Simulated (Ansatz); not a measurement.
# Cs (sc type): how the settings move a single-point run

Aim: see which settings change the result for Cs (sc type), by how much, and at what cost.

Program: Ansatz 0.2.0. Level of theory: reference: DFT, PBEsol, PAW with Ansatz's default frozen-core files, scalar-relativistic. These are calculated values, not measurements.

## 1. Starting point

Symmetry: Pm-3m, No. 221, cubic system. Conventional cell: a = 4.152 Å, b = 4.152 Å, c = 4.152 Å, α = 90.00°, β = 90.00°, γ = 90.00°. Cs (site symmetry m-3m) has 6 Cs at 4.15 Å in its first shell of neighbours.

Coordinates:

```
CELL_PARAMETERS angstrom
4.15188 0.00000 0.00000
0.00000 4.15188 0.00000
0.00000 0.00000 4.15188
ATOMIC_POSITIONS crystal
Cs 0.00000 0.00000 0.00000
```

## 2. Baseline

Contents of input.yaml:

```yaml
crystal:
  lattice:
    - [4.1518751675, 0.0, 0.0]
    - [0.0, 4.1518751675, 0.0]
    - [0.0, 0.0, 4.1518751675]
  atoms:
    - { symbol: Cs, position: [0.0, 0.0, 0.0] }
kpoints:
  mp_grid: { grid: [8, 8, 8] }
scf:
  occupations: { method: fermi_dirac, width: 0.08 }
hamiltonian:
  xc: pbesol
  pseudopotentials: { kind: paw }
output:
  forces: true
  stress: true
  eigenvalues: true
  populations: true
```

Command:

```sh
ansatz run input.yaml --threads 1 --pin off --max-ram 2048MiB --backend cpu --events-out ev --progress --plain --runs-dir out
```

## 3. Variant: mp_grid.shift [0.5, 0.5, 0.5], dr2_threshold 1.0e-08

Changes to input.yaml since step 2:

```diff
@@ -8,5 +8,6 @@
 kpoints:
-  mp_grid: { grid: [8, 8, 8] }
+  mp_grid: { grid: [8, 8, 8], shift: [0.5, 0.5, 0.5] }
 scf:
   occupations: { method: fermi_dirac, width: 0.08 }
+  convergence: { dr2_threshold: 1.0e-08 }
 hamiltonian:
```

Before running it: what results should come out? Wanted: for each run, ending; energy change; pressure; gap; force.

The runs gave:

| run | ending | energy change | pressure (GPa) | gap (eV) | force (eV/Å) | cycles | time |
| --- | --- | --- | --- | --- | --- | --- | --- |
| reference | converged | 0 | 1.3 | 0.00 | 0.00 | 7 | 2.4 s |
| 1: mp_grid.shift [0.5, 0.5, 0.5], dr2_threshold 1.0e-08 | converged | +0.5 meV/atom | 1.3 | 0.00 | 0.00 | 8 | 1.8 s |

Residual by cycle in the longest SCF loop of each run; runs are numbered as in the table. The quantity is the density residual dr2, in eV.

| cycle | reference | run 1 |
| --- | --- | --- |
| 1 | 0.00337 | 0.00331 |
| 2 | 0.00188 | 0.00186 |
| 3 | 2.7e-4 | 2.9e-4 |
| 4 | 2.6e-5 | 3.1e-5 |
| 5 | 8.2e-6 | 1.1e-5 |
| 6 | 8.7e-7 | 1.3e-6 |
| 7 | 2.8e-8 | 4.3e-8 |
| 8 | - | 6.7e-10 |

Changing the k-point mesh and convergence setting leaves the energy as it was (+0.5 meV/atom).
